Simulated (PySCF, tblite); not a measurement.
# C5H8OPSi−: geometry, infrared bands and NMR shifts

Wanted: the infrared bands and NMR shifts of C5H8OPSi− (`COc1ccc([SiH3])[p-]1`), by calculation.

Programs: tblite 0.8.0 and PySCF 2.14.0, with density-fitted response routines of our own. Each step states its level of theory. These are calculated values for one molecule in the gas phase, unless marked as measured. Atoms count from 0, in the outputs and in this text.

## Step 1: The molecule as given

16 atoms, charge -1, multiplicity 1; geometry from: force field or distance geometry start.

Bonds of the start (Å): C0–O1 1.40, O1–C2 1.42, C2–C3 1.35, C3–C4 1.34, C4–C5 1.36, C5–Si6 1.85, C5–P7 1.81, P7–C2 1.85, C0–H8 1.12, C0–H9 1.12, C0–H10 1.10, C3–H11 1.12, C4–H12 1.11, Si6–H13 1.49, Si6–H14 1.50, Si6–H15 1.46.

## Step 2: Geometry optimisation with GFN2-xTB

What the job is given:

```
{"job": {"kind": "relax", "xc": "GFN2-xTB", "basis": "xTB"}, "charge": -1, "multiplicity": 1}
C     -3.213000     0.297100    -0.413000
O     -2.477300    -0.754900     0.148000
C     -1.067500    -0.556700     0.174100
C     -0.170000    -1.433500     0.662400
C      1.117700    -1.075200     0.605200
C      1.366000     0.136500     0.032900
Si     2.988100     0.982600    -0.243400
P     -0.179000     0.931100    -0.465100
H     -2.805600     0.526500    -1.432100
H     -4.299500     0.058400    -0.531100
H     -3.039400     1.176800     0.215600
H     -0.502500    -2.409300     1.110500
H      1.943100    -1.712200     0.982500
H      3.950100     0.655000     0.850000
H      2.833300     2.469100    -0.147100
H      3.548100     0.717500    -1.560700
```

The run is started by

```console
$ OMP_NUM_THREADS=1 python probes_run.py task.json out
```

The driver reads the jobs from task.json and runs them one after another.

**Question.** This job is followed by: GFN2-xTB harmonic vibrations, gas phase; GIAO PBE0/pcSseg-1 NMR shielding, non-relativistic, gas phase. Predict these results of the whole session: strongest single infrared mode (GFN2-xTB); zero-point energy (GFN2-xTB); ¹³C shifts against TMS (PBE0/pcSseg-1); ¹H shifts against TMS (PBE0/pcSseg-1, means over atoms taken as alike); ¹⁷O shifts against H2O (PBE0/pcSseg-1); ²⁹Si shifts against TMS (PBE0/pcSseg-1); ³¹P shifts against H3PO4 (PBE0/pcSseg-1).

The runs gave:

| quantity | value |
| --- | --- |
| strongest single infrared mode (GFN2-xTB) | 828 cm⁻¹, 562 km/mol |
| zero-point energy (GFN2-xTB) | 67.9 kcal/mol |
| ¹³C shifts against TMS (PBE0/pcSseg-1) | 199.3, 128.1, 106.0, 104.4, 59.2 ppm |
| ¹H shifts against TMS (PBE0/pcSseg-1, means over atoms taken as alike) | 6.69, 6.37, 4.58, 3.82 ppm |
| ¹⁷O shifts against H2O (PBE0/pcSseg-1) | 99.3 ppm |
| ²⁹Si shifts against TMS (PBE0/pcSseg-1) | -83.0 ppm |
| ³¹P shifts against H3PO4 (PBE0/pcSseg-1) | 43.9 ppm |

In words: Relaxing lowered the energy by 0.441 eV in 112 steps; the close pair that moved most is C2–P7, from 1.847 to 1.750 Å. No mode is imaginary among the 42: a minimum at this level. The strongest single mode, at 828 cm⁻¹, has its largest shares on H13, H15 and H14 (the list is cut at 3 atoms). Unscaled tight-binding wavenumbers are off by several per cent, some by more. Its intensities can rank the bands wrongly. At PBE0/pcSseg-1: Shielding is most anisotropic at P7 (span 315 ppm, paramagnetic term -697 ppm). NICS(1)zz of -28 ppm above the planar ring from C2 marks a diatropic (aromatic) ring current.
